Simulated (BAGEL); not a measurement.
# CH3BCl2O (BCl2(OMe)): levels of theory compared

We compute a comparison of 4 runs (B3LYP/6-31G*, B3LYP/def2-SVP, PBE0/def2-SVP, RI-MP2/def2-SVP) of CH3BCl2O (BCl2(OMe)). 

The calculation is run with BAGEL 1.2.2.

### Step 1. Starting point

CH3BCl2O has 8 atoms, charge 0, and is taken as a singlet. SMILES: `COB(Cl)Cl`. The shape is that of a GFN2-xTB optimisation.

Bond lengths: B1–Cl2 1.753 Å, B1–Cl3 1.729 Å, B1–O4 1.320 Å, O4–C5 1.417 Å, C5–H6 1.090 Å, C5–H7 1.090 Å, C5–H8 1.091 Å. Angles: Cl2–B1–Cl3 119.6°, Cl2–B1–O4 123.3°, Cl3–B1–O4 117.1°, B1–O4–C5 127.7°, O4–C5–H6 107.7°, O4–C5–H7 107.9°, O4–C5–H8 111.3°, H6–C5–H7 109.6°, H6–C5–H8 110.3°, H7–C5–H8 110.0°.

### Step 2. A single-point energy at B3LYP/6-31G(d) (density fitting with qzvpp-jkfit, spherical functions) (run 1)

Contents of job.json:

```json
{ "bagel": [

{
  "title": "molecule",
  "basis": "6-31gs.json",
  "df_basis": "qzvpp-jkfit",
  "angstrom": true,
  "geometry": [
    { "atom": "B", "xyz": [    0.327770,    1.051600,    0.692450 ] },
    { "atom": "Cl", "xyz": [    2.039220,    0.678310,    0.630620 ] },
    { "atom": "Cl", "xyz": [   -0.207630,    2.469780,    1.524760 ] },
    { "atom": "O", "xyz": [   -0.598470,    0.300500,    0.125820 ] },
    { "atom": "C", "xyz": [   -0.413010,   -0.898650,   -0.605840 ] },
    { "atom": "H", "xyz": [   -0.919110,   -0.782680,   -1.564320 ] },
    { "atom": "H", "xyz": [   -0.875350,   -1.709810,   -0.042990 ] },
    { "atom": "H", "xyz": [    0.646570,   -1.109050,   -0.760510 ] }
  ]
},
{ "title": "ks", "xc_func": "b3lyp" },
{ "title": "print", "file": "orbitals.molden", "orbitals": true }

]}
```

The basis set 6-31G* is read from a file made from the Basis Set Exchange's data (not shown).

Run with:

```bash
$ BAGEL_NUM_THREADS=1 BAGEL job.json > job.out
```

The log of the run:

```text
* using 1 threads per process

  ===============================================================
  ===============================================================

  *** Geometry ***

  { "atom" : "B", "xyz" : [      0.619396,      1.987236,      1.308541 ] },
  { "atom" : "Cl", "xyz" : [      3.853567,      1.281820,      1.191699 ] },
  { "atom" : "Cl", "xyz" : [     -0.392364,      4.667208,      2.881379 ] },
  { "atom" : "O", "xyz" : [     -1.130944,      0.567863,      0.237765 ] },
  { "atom" : "C", "xyz" : [     -0.780476,     -1.698202,     -1.144872 ] },
  { "atom" : "H", "xyz" : [     -1.736866,     -1.479051,     -2.956136 ] },
  { "atom" : "H", "xyz" : [     -1.654172,     -3.231073,     -0.081239 ] },
  { "atom" : "H", "xyz" : [      1.221840,     -2.095801,     -1.437156 ] },

  Number of auxiliary basis functions:      537

  Since a DF basis is specified, we compute 2- and 3-index integrals:
    o Being stored without compression. Storage requirement is 0.030 GB

  Number of basis functions:       84
  Number of electrons      :       56

    * METHOD: MOLECULE                             0.26

  *** Kohn-Sham DFT ***

    * Removing 15518 points whose weight is below 1.00e-10
    * Grid points: 103730

  === Nuclear Repulsion ===
   260.1538108992

       - DIIS with orbital gradients will be used.

  === KS iteration (b3lyp / 6-31gs.json) ===
      0      -1025.58475133          0.12605207           0.36
      1       -944.11735943          0.19583181           0.34
      2       -956.08172469          0.16849313           0.34
      3      -1019.11161339          0.21147191           0.34
      4      -1054.40476794          0.08674109           0.34
      5      -1060.38174831          0.01307368           0.34
      6      -1060.37648379          0.01385950           0.34
      7      -1060.48927041          0.00422815           0.34
      8      -1060.49794461          0.00153326           0.34
      9      -1060.49922530          0.00049804           0.34
     10      -1060.49935302          0.00014037           0.34
     11      -1060.49936169          0.00003362           0.34
     12      -1060.49936268          0.00000558           0.34
     13      -1060.49936271          0.00000108           0.34
     14      -1060.49936271          0.00000056           0.34
     15      -1060.49936271          0.00000023           0.34
     16      -1060.49936271          0.00000008           0.34
     17      -1060.49936271          0.00000003           0.34
     18      -1060.49936271          0.00000001           0.34
    * SCF iteration converged.

    * Permanent dipole moment:
           (    0.202876,     0.880375,     0.568880) a.u.

    * METHOD: KS                                   6.92

    * METHOD: PRINT                                0.01

  ===============================================================
```

It took 7.5 s on 1 thread of Arm Neoverse V2, shared host; peak memory 0.45 GiB.

### Step 3. A single-point energy at B3LYP/def2-SVP (density fitting with qzvpp-jkfit) (run 2)

Contents of job.json:

```json
{ "bagel": [

{
  "title": "molecule",
  "basis": "svp",
  "df_basis": "qzvpp-jkfit",
  "angstrom": true,
  "geometry": [
    { "atom": "B", "xyz": [       0.327770,       1.051600,       0.692450 ] },
    { "atom": "Cl", "xyz": [       2.039220,       0.678310,       0.630620 ] },
    { "atom": "Cl", "xyz": [      -0.207630,       2.469780,       1.524760 ] },
    { "atom": "O", "xyz": [      -0.598470,       0.300500,       0.125820 ] },
    { "atom": "C", "xyz": [      -0.413010,      -0.898650,      -0.605840 ] },
    { "atom": "H", "xyz": [      -0.919110,      -0.782680,      -1.564320 ] },
    { "atom": "H", "xyz": [      -0.875350,      -1.709810,      -0.042990 ] },
    { "atom": "H", "xyz": [       0.646570,      -1.109050,      -0.760510 ] }
  ]
},

{
  "title": "ks",
  "xc_func": "b3lyp"
},

{
  "title": "print",
  "file": "orbitals.molden",
  "orbitals": true
}

]}
```

Run with:

```bash
$ BAGEL_NUM_THREADS=1 BAGEL job.json > job.out
```

The log of the run:

```text
* using 1 threads per process

  ===============================================================
  ===============================================================

  *** Geometry ***

  { "atom" : "B", "xyz" : [      0.619396,      1.987236,      1.308541 ] },
  { "atom" : "Cl", "xyz" : [      3.853567,      1.281820,      1.191699 ] },
  { "atom" : "Cl", "xyz" : [     -0.392364,      4.667208,      2.881379 ] },
  { "atom" : "O", "xyz" : [     -1.130944,      0.567863,      0.237765 ] },
  { "atom" : "C", "xyz" : [     -0.780476,     -1.698202,     -1.144872 ] },
  { "atom" : "H", "xyz" : [     -1.736866,     -1.479051,     -2.956136 ] },
  { "atom" : "H", "xyz" : [     -1.654172,     -3.231073,     -0.081239 ] },
  { "atom" : "H", "xyz" : [      1.221840,     -2.095801,     -1.437156 ] },

  Number of auxiliary basis functions:      537

  Since a DF basis is specified, we compute 2- and 3-index integrals:
    o Being stored without compression. Storage requirement is 0.037 GB

  Number of basis functions:       93
  Number of electrons      :       56

    * METHOD: MOLECULE                             0.24

  *** Kohn-Sham DFT ***

    * Removing 15518 points whose weight is below 1.00e-10
    * Grid points: 103730

  === Nuclear Repulsion ===
   260.1538108992

       - DIIS with orbital gradients will be used.

  === KS iteration (b3lyp / svp) ===
      0      -1023.68927497          0.09951538           0.40
      1       -946.57557311          0.17758023           0.38
      2       -958.57748978          0.14218826           0.38
      3      -1023.15243345          0.16044974           0.38
      4      -1058.97661727          0.03973785           0.38
      5      -1059.73475887          0.02344662           0.38
      6      -1060.06983851          0.01150701           0.38
      7      -1060.13123886          0.00464436           0.38
      8      -1060.14884419          0.00217136           0.38
      9      -1060.15184720          0.00049093           0.38
     10      -1060.15203775          0.00008661           0.38
     11      -1060.15204374          0.00001577           0.38
     12      -1060.15204390          0.00000768           0.38
     13      -1060.15204394          0.00000231           0.38
     14      -1060.15204394          0.00000160           0.38
     15      -1060.15204394          0.00000032           0.38
     16      -1060.15204394          0.00000005           0.38
     17      -1060.15204394          0.00000001           0.38
     18      -1060.15204394          0.00000001           0.38
    * SCF iteration converged.

    * Permanent dipole moment:
           (    0.109207,     0.788541,     0.499945) a.u.

    * METHOD: KS                                   7.71

    * METHOD: PRINT                                0.01

  ===============================================================
```

Run time: 8.4 s. Hardware: 1 thread of Arm Neoverse V2, shared host; peak memory 0.48 GiB.

Run 3 isn't shown in full; the table further down has it.

### Step 4. A single-point energy at RI-MP2/def2-SVP (density fitting with qzvpp-jkfit) (run 4)

Contents of calc.json:

```json
{ "bagel" : [

{
  "title" : "molecule",
  "basis" : "svp",
  "df_basis" : "qzvpp-jkfit",
  "angstrom" : "true",
  "geometry" : [
    { "atom" : "B", "xyz" : [    0.327770,    1.051600,    0.692450 ] },
    { "atom" : "Cl", "xyz" : [    2.039220,    0.678310,    0.630620 ] },
    { "atom" : "Cl", "xyz" : [   -0.207630,    2.469780,    1.524760 ] },
    { "atom" : "O", "xyz" : [   -0.598470,    0.300500,    0.125820 ] },
    { "atom" : "C", "xyz" : [   -0.413010,   -0.898650,   -0.605840 ] },
    { "atom" : "H", "xyz" : [   -0.919110,   -0.782680,   -1.564320 ] },
    { "atom" : "H", "xyz" : [   -0.875350,   -1.709810,   -0.042990 ] },
    { "atom" : "H", "xyz" : [    0.646570,   -1.109050,   -0.760510 ] }
  ]
},
{ "title" : "hf", "charge" : 0 },
{ "title" : "mp2", "charge" : 0, "ncore" : 13 }

]}
```

Run with:

```bash
$ BAGEL_NUM_THREADS=1 BAGEL calc.json > calc.out
```

The log of the run:

```text
* using 1 threads per process

  ===============================================================
  ===============================================================

  *** Geometry ***

  { "atom" : "B", "xyz" : [      0.619396,      1.987236,      1.308541 ] },
  { "atom" : "Cl", "xyz" : [      3.853567,      1.281820,      1.191699 ] },
  { "atom" : "Cl", "xyz" : [     -0.392364,      4.667208,      2.881379 ] },
  { "atom" : "O", "xyz" : [     -1.130944,      0.567863,      0.237765 ] },
  { "atom" : "C", "xyz" : [     -0.780476,     -1.698202,     -1.144872 ] },
  { "atom" : "H", "xyz" : [     -1.736866,     -1.479051,     -2.956136 ] },
  { "atom" : "H", "xyz" : [     -1.654172,     -3.231073,     -0.081239 ] },
  { "atom" : "H", "xyz" : [      1.221840,     -2.095801,     -1.437156 ] },

  Number of auxiliary basis functions:      537

  Since a DF basis is specified, we compute 2- and 3-index integrals:
    o Being stored without compression. Storage requirement is 0.037 GB

  Number of basis functions:       93
  Number of electrons      :       56

    * METHOD: MOLECULE                             0.24

  *** RHF ***

  === Nuclear Repulsion ===
   260.1538108992

      * DIIS with orbital gradients will be used.

  === RHF iteration (svp) ===
      0      -1057.77089181          0.01289655           0.09
      1      -1057.86177836          0.00854844           0.08
      2      -1057.89968611          0.00120155           0.08
      3      -1057.90100726          0.00022617           0.08
      4      -1057.90105140          0.00006951           0.09
      5      -1057.90105582          0.00001905           0.08
      6      -1057.90105637          0.00000672           0.08
      7      -1057.90105645          0.00000187           0.08
      8      -1057.90105645          0.00000058           0.08
      9      -1057.90105645          0.00000029           0.08
     10      -1057.90105645          0.00000008           0.08
     11      -1057.90105645          0.00000002           0.08
     12      -1057.90105645          0.00000001           0.09
    * SCF iteration converged.

    * Permanent dipole moment:
           (    0.077115,     0.872931,     0.551687) a.u.

    * METHOD: HF                                   1.29

  *** RHF ***

  === Nuclear Repulsion ===
   260.1538108992

      * DIIS with orbital gradients will be used.

  === RHF iteration (svp) ===
      0      -1057.90105645          0.00000000           0.08
    * SCF iteration converged.

    * Permanent dipole moment:
           (    0.077115,     0.872932,     0.551688) a.u.

  === DF-MP2 calculation ===

    * freezing 13 orbitals
    * 3-index integral transformation done
    * assembly done

      MP2 correlation energy:   -0.6710401843      0.05

      MP2 total energy:       -1058.5720966355

    * METHOD: MP2                                  0.23

  ===============================================================
```

Wall time 1.9 s (1 thread of Arm Neoverse V2, shared host); peak memory 0.15 GiB.

### Step 5. Overview of the runs

| run | level | frozen core orbitals | energy (Eh) | dipole moment (D) | HOMO energy (eV) | LUMO energy (eV) | wall time |
| --- | --- | --- | --- | --- | --- | --- | --- |
| 1 | B3LYP/6-31G* (density fitting with qzvpp-jkfit, spherical functions) | – | -1060.499363 | 2.71 | -8.47 | -0.03 | 7.5 s |
| 2 | B3LYP/def2-SVP (density fitting with qzvpp-jkfit) | – | -1060.152044 | 2.39 | -8.31 | 0.14 | 8.4 s |
| 3 | PBE0/def2-SVP (density fitting with qzvpp-jkfit) | – | -1059.659873 | 2.48 | -8.70 | 0.27 | 8.7 s |
| 4 | RI-MP2/def2-SVP (density fitting with qzvpp-jkfit) | 13 | -1058.572097 | – | – | – | 1.9 s |

### Step 6. Summary of results

| quantity | value |
| --- | --- |
| run 4: total energy | -1058.57210 Eh |
| run 4: correlation energy (13 core orbitals frozen) | -671.0 mEh |

In words: Over runs 1, 2, 3 the dipole moment (its size) runs from 2.39 D (B3LYP/def2-SVP) to 2.71 D (B3LYP/6-31G*). Over runs 1, 2, 3 the HOMO–LUMO gap runs from 8.44 eV (B3LYP/6-31G*) to 8.97 eV (PBE0/def2-SVP). The two ends differ in method and basis. Totals of different functionals can't be ranked against each other. All runs together took 27 s, the longest 8.7 s.
